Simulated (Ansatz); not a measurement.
**SmGaTe3: what a guessed cell relaxes into**

Aim: relax a trial structure of SmGaTe3 and see where it ends.

Computed with Ansatz 0.2.0 (DFT PBE, scalar-relativistic, plane waves, PAW; 4f electrons in the core of a trivalent norm-conserving potential, unless a step's input says otherwise).

## Step 1: The system as given

The structure is cubic, space group Pm-3m (No. 221). Conventional cell: a = 5.136 Å, b = 5.136 Å, c = 5.136 Å, α = 90.00°, β = 90.00°, γ = 90.00°. Sm (site symmetry m-3m) is surrounded by 12 Te at 3.63 Å. Ga (site symmetry m-3m) has 6 Te at 2.57 Å in its first shell of neighbours. Te (site symmetry 4/mmm) has 2 Ga at 2.57 Å and 4 Sm at 3.63 Å in its first shell of neighbours.

Structure file:

```
CELL_PARAMETERS angstrom
5.13626 0.00000 0.00000
0.00000 5.13626 0.00000
0.00000 0.00000 5.13626
ATOMIC_POSITIONS crystal
Sm 0.00000 0.00000 0.00000
Ga 0.50000 0.50000 0.50000
Te 0.00000 0.50000 0.50000
Te 0.50000 0.00000 0.50000
Te 0.50000 0.50000 0.00000
```

A structure generator made this guess: species swapped into a database cell of DyBPd3 (Pm-3m, No. 221), with Sm on the Dy sites, Ga on the B sites and Te on the Pd sites. Its size is a rough estimate.

## Step 2: A first look at the guess

Input file input.yaml:

```yaml
crystal:
  lattice:
    - [5.13625717, 0.0, 0.0]
    - [0.0, 5.13625717, 0.0]
    - [0.0, 0.0, 5.13625717]
  atoms:
    - { symbol: Sm, position: [0.0, 0.0, 0.0] }
    - { symbol: Ga, position: [0.5, 0.5, 0.5] }
    - { symbol: Te, position: [0.0, 0.5, 0.5] }
    - { symbol: Te, position: [0.5, 0.0, 0.5] }
    - { symbol: Te, position: [0.5, 0.5, 0.0] }
basis:
  ecutwfc: 690
kpoints:
  mp_grid: { grid: [4, 4, 4] }
hamiltonian:
  xc: pbe
  pseudopotentials:
    kind: paw
    azcp: { Sm: "pseudopotentials/pbe/nc/lanthanide_3plus/Sm.nc.azcp" }
scf:
  occupations: { method: gaussian, width: 0.1 }
  lower_state_search: "off"
output:
  forces: true
  stress: true
  eigenvalues: true
```

Run with:

```
$ ansatz run input.yaml --threads 1 --pin off --max-ram 2560MiB --backend cpu --events-out ev --progress --plain --runs-dir out
```

The session goes on with these runs: rough relaxation on the coarse mesh; relaxation on the finer mesh.

Before running it: what results should come out? Wanted: conventional cell; volume; energy over the elements; gap on the mesh.

As calculated:

```
                              quantity                                                                      value
symmetry at the end (tolerance 0.05 Å)                                                space group Pm-3m (No. 221)
                     conventional cell  a = 5.373 Å, b = 5.373 Å, c = 5.373 Å, α = 90.00°, β = 90.00°, γ = 90.00°
                                volume                                                              31.02 Å³/atom
              energy over the elements                                                              -0.28 eV/atom
                       gap on the mesh                                                               none (metal)
```

The space group Pm-3m (No. 221) is kept, and the volume per atom grows by 14.5 % from the first guess. A negative formation energy is needed for stability but isn't enough; other structures and compounds were not set against it here. No finished test with a distortion of lower symmetry is shown, so the end may be a saddle point. Spin-orbit coupling is left out for Sm, Te. The lanthanide's 4f electrons sit in the core of its potential, so it is trivalent by construction and shows no f bands or moments.

No U or exact exchange acts on the 4f shell of Sm, so a metallic reading can be the functional's.
